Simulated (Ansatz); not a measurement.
**AlH₃OSe (SMILES [AlH2][O][SeH]): one structure at several levels**

One table from this session's results is given with a row withheld; the runs are named, their logs left out.

The runs use Ansatz 0.2.0, Gaussian basis; single points in def2-TZVPP.

Cores are frozen in the correlated methods. Filled d shells of the heavier atoms are correlated.

## Starting geometry

6 atoms, charge 0, spin multiplicity 1.

Atoms are counted from 1 here; the program's logs count them from 0.

Bond lengths: Al1–O2 1.643 Å, Al1–H4 1.554 Å, Al1–H5 1.481 Å, O2–Se3 1.661 Å, Se3–H6 1.475 Å. Angles: O2–Al1–H4 113.2°, O2–Al1–H5 125.1°, H4–Al1–H5 118.8°, Al1–O2–Se3 170.7°, O2–Se3–H6 99.0°.

Geometry (Å):

```
Al   -1.08690   -0.03650   -0.40990
O     0.33420   -0.30140    0.37010
Se    1.65220   -0.44990    1.36930
H    -1.79890   -1.34650   -0.84620
H    -1.47950    1.23750   -1.05480
H     2.46210    0.66770    0.84910
```

Set-up of the first run:

Input file run/in.yaml:

```yaml
crystal:
  periodic: [false, false, false]
  atoms:
    - {symbol: Al, position_ang: [-1.086900, -0.036500, -0.409900]}
    - {symbol: O, position_ang: [0.334200, -0.301400, 0.370100]}
    - {symbol: Se, position_ang: [1.652200, -0.449900, 1.369300]}
    - {symbol: H, position_ang: [-1.798900, -1.346500, -0.846200]}
    - {symbol: H, position_ang: [-1.479500, 1.237500, -1.054800]}
    - {symbol: H, position_ang: [2.462100, 0.667700, 0.849100]}
basis:
  gaussian: {orbitals: def2-TZVPP}
correlation: {method: ccsd_t}
output: {forces: true}
```

The command line of these runs was not kept.

Steps of the session up to this table: CCSD(T)/def2-TZVPP; PBE0-D4/def2-TZVPP; wB97M-V/def2-TZVPP; r2SCAN-D4/def2-TZVPP; PBE-D4/def2-TZVPP; SPW92/def2-TZVPP; CAM-B3LYP-D4/def2-TZVPP.

One of the session's tables, all rows but one given; the rest of the session is left out.

| method | RMS force component (eV/Å) | angle to CCSD(T) forces (°) | dipole (D) |
| --- | --- | --- | --- |
| CCSD(T) | 1.199 | reference | 1.08 |
| PBE0-D4 | ? | ? | ? |
| wB97M-V | 1.182 | 2.0 | 1.07 |
| r2SCAN-D4 | 1.171 | 3.1 | 1.04 |
| PBE-D4 | 1.271 | 8.1 | 0.97 |
| SPW92 | 1.100 | 8.9 | 1.00 |
| CAM-B3LYP-D4 | 1.174 | 3.2 | 1.07 |

**Question.** Estimate the row for PBE0-D4.

**Answer.** RMS force component (eV/Å): 1.121; angle to CCSD(T) forces (°): 3.7; dipole (D): 1.05. In the column «RMS force component (eV/Å)» it lies between SPW92 (1.100) and r2SCAN-D4 (1.171).
